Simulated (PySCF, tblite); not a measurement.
**C7H10B2: geometry, infrared bands and NMR shifts**

Aim: predict the infrared bands and NMR shifts of C7H10B2 (`C=C(C)B1C=CBC=C1`).

The runs use tblite 0.8.0 and PySCF 2.14.0, with density-fitted response routines of our own; the level of theory stands in each step. All values are computed, except where a source is named. Atoms are numbered from 0 throughout.

### Step 1. The molecule as given

19 atoms, charge 0, multiplicity 1; geometry from: force field or distance geometry start.

Bonds of the start (Å): C0–C1 1.30, C1–C2 1.49, C1–B3 1.58, B3–C4 1.59, C4–C5 1.32, C5–B6 1.58, B6–C7 1.57, C7–C8 1.33, C8–B3 1.56, C0–H9 1.10, C0–H10 1.10, C2–H11 1.12, C2–H12 1.10, C2–H13 1.11, C4–H14 1.08, C5–H15 1.09, B6–H16 1.21, C7–H17 1.09, C8–H18 1.10.

### Step 2. Geometry optimisation with GFN2-xTB

Job settings and geometry (Å):

```
{"job": {"kind": "relax", "xc": "GFN2-xTB", "basis": "xTB"}, "charge": 0, "multiplicity": 1}
C     -2.351100    -0.961400    -0.961100
C     -1.601500    -0.184000    -0.236600
C     -2.084900     0.704800     0.859500
B     -0.038200    -0.184900    -0.497300
C      0.829000    -1.369200     0.114500
C      2.109400    -1.221000     0.401600
B      2.881800     0.142300     0.183500
C      2.019700     1.319700    -0.404600
C      0.731100     1.158100    -0.703600
H     -3.447600    -1.015400    -0.838800
H     -1.923200    -1.596300    -1.744200
H     -1.235800     1.078700     1.481600
H     -2.761700     0.170900     1.545500
H     -2.517200     1.625500     0.403500
H      0.294600    -2.300400     0.259000
H      2.688900    -2.040900     0.825400
H      3.737900     0.387900     0.997800
H      2.488000     2.285400    -0.584500
H      0.171100     2.009300    -1.108800
```

Started as:

```sh
$ OMP_NUM_THREADS=1 python probes_run.py task.json out
```

The driver reads the jobs from task.json and runs them one after another.

The program printed:

```text
step      E/eV     max force
  0    -609.76934    2.474
  1    -609.95919    1.728
  2    -610.08745    1.082
  3    -610.18707    0.576
  4    -610.21339    0.503
  5    -610.22167    0.207
  6    -610.22904    0.244
  7    -610.24122    0.360
  8    -610.24943    0.234
  9    -610.25392    0.202
 10    -610.25852    0.182
 11    -610.26367    0.241
 12    -610.26868    0.230
 13    -610.27265    0.133
 14    -610.27620    0.207
 15    -610.27997    0.201
 16    -610.28338    0.141
 17    -610.28578    0.109
 18    -610.28767    0.105
 19    -610.28976    0.153
 20    -610.29205    0.148
 21    -610.29400    0.111
 22    -610.29549    0.102
 23    -610.29693    0.100
 24    -610.29859    0.107
 25    -610.30021    0.099
 26    -610.30135    0.062
 27    -610.30214    0.086
 28    -610.30297    0.107
 29    -610.30412    0.098
 30    -610.30547    0.086
 31    -610.30672    0.082
 32    -610.30779    0.087
 33    -610.30899    0.108
 34    -610.31041    0.104
 35    -610.31176    0.075
 36    -610.31275    0.064
 37    -610.31355    0.067
 38    -610.31455    0.093
 39    -610.31597    0.108
 40    -610.31771    0.109
 41    -610.31940    0.124
 42    -610.32085    0.105
 43    -610.32210    0.090
 44    -610.32330    0.080
 45    -610.32450    0.099
 46    -610.32567    0.107
 47    -610.32689    0.095
 48    -610.32839    0.092
 49    -610.33022    0.101
 50    -610.33227    0.131
 51    -610.33448    0.156
 52    -610.33738    0.156
 53    -610.34168    0.162
 54    -610.34999    0.209
 55    -610.35596    0.203
 56    -610.36040    0.238
 57    -610.36438    0.245
 58    -610.36825    0.147
 59    -610.37204    0.105
 60    -610.37385    0.094
 61    -610.37533    0.088
 62    -610.37634    0.062
 63    -610.37722    0.053
 64    -610.37784    0.058
 65    -610.37824    0.041
 66    -610.37856    0.041
 67    -610.37890    0.039
 68    -610.37937    0.045
 69    -610.37994    0.057
 70    -610.38044    0.066
 71    -610.38097    0.072
 72    -610.38164    0.075
 73    -610.38246    0.063
 74    -610.38325    0.065
 75    -610.38395    0.062
 76    -610.38470    0.079
 77    -610.38555    0.075
 78    -610.38638    0.065
 79    -610.38702    0.060
 80    -610.38745    0.056
 81    -610.38784    0.046
 82    -610.38831    0.046
 83    -610.38876    0.051
 84    -610.38909    0.041
 85    -610.38930    0.029
 86    -610.38946    0.027
 87    -610.38967    0.041
 88    -610.38990    0.043
 89    -610.39010    0.026
 90    -610.39021    0.019
 91    -610.39027    0.018
 92    -610.39032    0.020
 93    -610.39039    0.020
 94    -610.39046    0.022
 95    -610.39057    0.024
 96    -610.39070    0.034
 97    -610.39088    0.037
 98    -610.39109    0.029
 99    -610.39129    0.030
100    -610.39146    0.027
101    -610.39163    0.026
102    -610.39181    0.029
103    -610.39200    0.029
104    -610.39219    0.032
105    -610.39238    0.034
106    -610.39257    0.034
107    -610.39274    0.033
108    -610.39289    0.029
109    -610.39303    0.029
110    -610.39314    0.026
111    -610.39324    0.025
112    -610.39333    0.025
113    -610.39341    0.025
114    -610.39348    0.022
115    -610.39354    0.022
116    -610.39360    0.018
117    -610.39368    0.027
118    -610.39375    0.029
119    -610.39382    0.017
120    -610.39387    0.017
121    -610.39392    0.018
122    -610.39397    0.018
123    -610.39401    0.018
124    -610.39404    0.014
125    -610.39406    0.015
126    -610.39409    0.017
127    -610.39412    0.015
128    -610.39416    0.013
129    -610.39420    0.015
130    -610.39423    0.011
131    -610.39425    0.012
132    -610.39428    0.014
133    -610.39431    0.015
134    -610.39434    0.016
135    -610.39440    0.019
136    -610.39450    0.028
137    -610.39463    0.028
138    -610.39480    0.037
139    -610.39502    0.040
140    -610.39532    0.046
141    -610.39571    0.045
142    -610.39614    0.040
143    -610.39654    0.052
144    -610.39689    0.055
145    -610.39698    0.097
146    -610.39726    0.051
147    -610.39749    0.026
148    -610.39759    0.032
149    -610.39772    0.039
150    -610.39780    0.019
151    -610.39787    0.012
152    -610.39789    0.010
```

It took 1.7 s on 1 thread of Arm Neoverse N1, shared host; peak memory 0.18 GiB.

The steps of the relaxation: (not every step is listed)

```csv
step,energy from step 0 (eV),largest force (eV/Å)
0,0.0000,2.4738
1,-0.1898,1.7280
2,-0.3181,1.0818
3,-0.4177,0.5756
4,-0.4440,0.5029
5,-0.4523,0.2066
6,-0.4597,0.2437
7,-0.4719,0.3603
8,-0.4801,0.2340
21,-0.5247,0.1113
34,-0.5411,0.1036
47,-0.5575,0.0949
60,-0.6045,0.0936
73,-0.6131,0.0628
86,-0.6201,0.0267
99,-0.6219,0.0301
112,-0.6240,0.0249
125,-0.6247,0.0149
138,-0.6255,0.0366
147,-0.6281,0.0258
148,-0.6282,0.0321
149,-0.6284,0.0392
150,-0.6285,0.0193
151,-0.6285,0.0117
152,-0.6285,0.0099
```

Close pairs (by a distance rule), those that changed most:

```csv
bond,before (Å),after (Å),change (Å)
C0–C1,1.300,1.336,+0.036
B3–C4,1.590,1.556,-0.035
B6–H16,1.207,1.173,-0.034
C5–B6,1.582,1.551,-0.031
C2–H11,1.117,1.089,-0.028
C4–C5,1.321,1.348,+0.027
C2–H13,1.115,1.089,-0.025
C1–B3,1.585,1.560,-0.024
```

The final coordinates are the input of the step that follows.

### Step 3. Harmonic vibrations with GFN2-xTB

Job settings and geometry (Å):

```
{"job": {"kind": "ir", "xc": "GFN2-xTB", "basis": "xTB"}, "charge": 0, "multiplicity": 1}
C     -2.236574    -1.260641    -0.510090
C     -1.555679    -0.194823    -0.078371
C     -2.307039     0.974072     0.500008
B     -0.004907    -0.108451    -0.228372
C      0.876688    -1.383687    -0.101116
C      2.186083    -1.279954     0.200032
B      2.904530     0.093647     0.157996
C      2.031636     1.364228    -0.012749
C      0.721077     1.266133    -0.308558
H     -3.315844    -1.306211    -0.480729
H     -1.745751    -2.115049    -0.944665
H     -1.885293     1.252378     1.464424
H     -3.362760     0.743789     0.630508
H     -2.220631     1.837018    -0.159235
H      0.428913    -2.373182    -0.135349
H      2.748513    -2.191331     0.387751
H      4.075085     0.160733     0.121075
H      2.483655     2.352855     0.010377
H      0.168494     2.177726    -0.520397
```

The program printed:

```text
mode    cm-1     km/mol
  1      28.9      0.77
  2      43.6      1.44
  3     116.4      5.54
  4     137.1      0.97
  5     163.5      0.25
  6     251.9      0.08
  7     276.2      1.10
  8     316.1      0.41
  9     408.2      2.10
 10     429.0      1.39
 11     470.7      3.00
 12     477.0     12.06
 13     630.1      3.60
 14     637.8      1.39
 15     644.0      2.02
 16     679.3      4.83
 17     799.9    117.87
 18     818.2    114.14
 19     863.7     27.77
 20     910.9     31.16
 21     921.0      0.16
 22     947.0      4.11
 23     978.6      0.04
 24     992.5      0.26
 25    1001.7     10.57
 26    1032.0      7.04
 27    1052.1     78.67
 28    1108.2     54.28
 29    1151.6      9.14
 30    1202.6      0.35
 31    1246.4     90.56
 32    1263.3     17.59
 33    1344.6      0.20
 34    1363.8     46.44
 35    1395.5      1.49
 36    1418.1      7.42
 37    1482.5      4.82
 38    1490.9      2.69
 39    1564.1     62.01
 40    1595.3      1.14
 41    1640.7     70.72
 42    2618.4    210.42
 43    2984.3     12.45
 44    2986.3     99.73
 45    3003.4    123.69
 46    3006.0     93.89
 47    3007.1     44.80
 48    3020.4     30.57
 49    3024.8     35.99
 50    3065.5     52.42
 51    3114.6     36.44
```

Wall time 1.1 s (1 thread of Arm Neoverse N1, shared host); peak memory 0.18 GiB.

Which atoms move in the most intense modes:

```csv
cm⁻¹,km/mol,atoms
800,117.9,"C8 18 %, C4 18 %, B6 16 %, H16 11 %"
818,114.1,"H14 11 %, H18 11 %, C7 10 %, C5 10 %"
1052,78.7,"B3 37 %, H12 15 %, H11 12 %"
1246,90.6,"B6 24 %, H15 17 %, H17 15 %, H14 11 %"
2618,210.4,H16 92 %
2986,99.7,"H15 42 %, H14 28 %, H17 13 %, H18 10 %"
3003,123.7,"H18 29 %, H17 25 %, H13 20 %"
3006,93.9,"H14 40 %, H15 26 %, H13 20 %"
```

### Step 4. Nuclear shieldings: PBE0/pcSseg-1

The job, as its differences from that of step 3:

```diff
@@ -1,2 +1,2 @@
-{"job": {"kind": "ir", "xc": "GFN2-xTB", "basis": "xTB"}, "charge": 0, "multiplicity": 1}
+{"job": {"kind": "nmr", "xc": "PBE0", "basis": "pcSseg-1"}, "charge": 0, "multiplicity": 1}
 C     -2.236574    -1.260641    -0.510090
```

Level: GIAO PBE0/pcSseg-1 NMR shielding, non-relativistic, gas phase.

The program printed:

```text
coarse grid: 15976 points
cycle   1  E = -321.8473787524  dE =  1.079e+00  |g| = 4.457e-01  |ddm| = 3.912e+00
cycle   2  E = -321.8493980500  dE = -2.019e-03  |g| = 4.545e-01  |ddm| = 8.828e-01
cycle   3  E = -321.9052117526  dE = -5.581e-02  |g| = 6.582e-02  |ddm| = 4.931e-01
cycle   4  E = -321.9058284974  dE = -6.167e-04  |g| = 4.497e-02  |ddm| = 8.685e-02
cycle   5  E = -321.9063424883  dE = -5.140e-04  |g| = 8.934e-03  |ddm| = 4.049e-02
cycle   6  E = -321.9063595065  dE = -1.702e-05  |g| = 4.081e-03  |ddm| = 1.050e-02
cycle   7  E = -321.9063641632  dE = -4.657e-06  |g| = 8.685e-04  |ddm| = 4.127e-03
final grid: 154592 points
cycle   8  E = -321.9565559721  dE = -4.777e-05  |g| = 9.069e-03  |ddm| = 4.223e-02
cycle   9  E = -321.9565519973  dE =  3.975e-06  |g| = 9.906e-03  |ddm| = 1.722e-02
cycle  10  E = -321.9565776990  dE = -2.570e-05  |g| = 1.643e-03  |ddm| = 9.433e-03
cycle  11  E = -321.9565784523  dE = -7.533e-07  |g| = 3.595e-04  |ddm| = 1.656e-03
cycle  12  E = -321.9565784862  dE = -3.386e-08  |g| = 7.835e-05  |ddm| = 3.455e-04
cycle  13  E = -321.9565784875  dE = -1.360e-09  |g| = 4.195e-05  |ddm| = 1.153e-04
cycle  14  E = -321.9565784880  dE = -4.366e-10  |g| = 1.187e-05  |ddm| = 4.311e-05
converged SCF energy = -321.9565784880

GIAO shielding tensors (ppm)
atom      isotropic    diamagn.    paramagn.     s11        s22        s33       span
  0 C       42.533     254.219    -211.686    -70.437     49.625    148.412    218.850
  1 C       23.939     260.530    -236.591    -97.271     -8.726    177.813    275.084
  2 C      160.649     246.991     -86.342    146.282    153.224    182.442     36.160
  3 B       46.985     190.429    -143.444      9.210     11.969    119.775    110.565
  4 C       16.248     260.047    -243.800   -109.034     -4.248    162.025    271.059
  5 C       20.801     255.200    -234.399   -103.819     -0.172    166.393    270.212
  6 B       39.209     191.771    -152.562     -5.105     -1.921    124.652    129.757
  7 C       18.497     255.262    -236.764   -107.300     -4.610    167.402    274.702
  8 C       16.936     259.864    -242.928   -112.312     -2.862    165.983    278.296
  9 H       25.198      30.670      -5.472     21.772     25.197     28.626      6.854
 10 H       25.410      32.939      -7.530     22.244     25.203     28.782      6.538
 11 H       29.688      30.340      -0.652     26.029     28.555     34.480      8.451
 12 H       29.780      29.513       0.267     26.260     28.850     34.230      7.970
 13 H       29.159      29.833      -0.674     25.405     27.910     34.163      8.758
 14 H       24.130      33.481      -9.351     18.638     24.715     29.038     10.400
 15 H       24.007      30.025      -6.018     19.418     24.799     27.804      8.386
 16 H       25.251      29.432      -4.181     20.964     27.010     27.778      6.814
 17 H       23.924      30.202      -6.278     19.186     24.587     27.998      8.812
 18 H       23.873      33.305      -9.432     17.977     24.207     29.436     11.459
```

Wall time 67 s (1 thread of Arm Neoverse N1, shared host); peak memory 0.88 GiB.

The references, computed at this level on geometries of the same kind, shield at (ppm): ¹H TMS 31.72, ¹³C TMS 186.9, ¹¹B BF3·OEt2 100.1. Their shielding less the atom's gives the shift. The references are single molecules in the gas phase. Atoms listed in one row are averaged.

```csv
atoms,environment,σ (ppm),δ (ppm),δ scaled to CDCl3
"C4, C8",alkene CH,16.6,170.3,164.3
"C5, C7",alkene CH,19.6,167.3,161.3
C1,fully substituted alkene carbon,23.9,163.0,157.2
C0,terminal =CH2 carbon,42.5,144.4,139.0
C2,allylic methyl carbon,160.6,26.3,23.7
"H15, H17",hydrogen on an alkene CH,23.97,7.75,7.41
"H14, H18",hydrogen on an alkene CH,24.00,7.72,7.38
H9,hydrogen on a terminal =CH2 carbon,25.20,6.52,6.25
H16,"hydrogen on a boron bonded to 2 C, in a 6-membered ring",25.25,6.47,–
H10,hydrogen on a terminal =CH2 carbon,25.41,6.31,6.05
"H11, H12, H13",hydrogen on an allylic methyl carbon,29.54,2.17,2.16
B6,"boron bonded to 2 C, H, in a 6-membered ring",39.2,60.9,–
B3,"boron bonded to 3 C, in a 6-membered ring",47.0,53.1,–
```

The scaled column applies a straight-line fit of computed shieldings to shifts measured in CDCl3 (root-mean-square error 0.16 ppm for H, 1.9 ppm for C).

The run also stored atomic charges by several schemes (e):

```csv
atoms,Mulliken,IAO,Hirshfeld,ESP fit
C0,-0.10,-0.26,-0.07,-0.52
C1,-0.54,-0.08,-0.05,0.16
C2,-0.19,-0.42,-0.12,-0.47
B3,0.71,0.22,0.16,0.34
"C4, C8",-0.31,-0.21,-0.09,-0.27
"C5, C7",-0.32,-0.23,-0.10,-0.24
B6,0.39,0.13,0.15,0.39
```

Mayer bond orders: C0–C1 1.92, C1–C2 1.07, C1–B3 0.90, B3–C4 0.96, C4–C5 1.84, C5–B6 1.00, B6–C7 0.99, C7–C8 1.84, C8–B3 0.94.

Ring of atoms B3, C4, C5, B6, C7, C8: NICS(0) 10.3, NICS(1) 3.3, NICS(1)zz 15.3 ppm (means of both faces).

### Step 5. What came out

| quantity | value |
| --- | --- |
| strongest single infrared mode (GFN2-xTB) | 2618 cm⁻¹, 210 km/mol |
| zero-point energy (GFN2-xTB) | 93.1 kcal/mol |
| ¹³C shifts against TMS (PBE0/pcSseg-1, means over atoms taken as alike) | 170.3, 167.3, 163.0, 144.4, 26.3 ppm |
| ¹H shifts against TMS (PBE0/pcSseg-1, means over atoms taken as alike) | 7.75, 7.72, 6.52, 6.47, 6.31, 2.17 ppm |
| ¹¹B shifts against BF3·OEt2 (PBE0/pcSseg-1) | 60.9, 53.1 ppm |

The optimisation took 152 steps and gained 0.629 eV; among the close pairs (by a distance rule), C0–C1 changed most, from 1.300 to 1.336 Å. All 51 modes are real, so the xTB geometry is a minimum. The strongest single mode, at 2618 cm⁻¹, moves mainly H16. GFN2-xTB is a fitted tight-binding method: band positions and strengths are rough. Its intensities can rank the bands wrongly. NICS(1)zz of 15 ppm above the planar ring from B3 marks a paratropic (antiaromatic) ring current.
